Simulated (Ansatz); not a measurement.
## HfB under changes of volume

One of the cells (12.326 Å³/atom); the others are scaled copies at fixed shape and fractional positions:

```
CELL_PARAMETERS angstrom
0.00000 2.31000 2.31000
2.31000 0.00000 2.31000
2.31000 2.31000 0.00000
ATOMIC_POSITIONS crystal
Hf 0.50000 0.50000 0.50000
B 0.00000 0.00000 0.00000
```

```yaml
Program: Ansatz 0.2.0
Functional: PBE
Potentials_or_basis: Ansatz PAW
Cutoff: "420 eV (not typed: the program's choice for these potentials)"
k_mesh: 10 × 10 × 10
Occupations: fermi-dirac, width 0.05 eV
Spin: no spin polarisation
```

```csv
volume (Å³/atom),energy over the lowest point (meV/atom),pressure (GPa)
11.587,278.42,48.4
11.833,209.58,41.5
12.080,150.79,35.3
12.326,101.19,29.6
12.573,59.99,24.3
12.819,?,?
13.066,0.00,15.2
```

What does the run at 12.819 Å³/atom give?

Energy over the lowest point 26.48 meV/atom; pressure 19.6 GPa.

Worked out: A Birch-Murnaghan fit of order 3 (a polynomial in V^(-2/3)) to the other rows has no minimum within the range. It gives 26.55 meV/atom at 12.819 Å³/atom, against the run's 26.48, and -dE/dV = 19.4 GPa, against 19.6.

Energies are extrapolated to zero smearing.
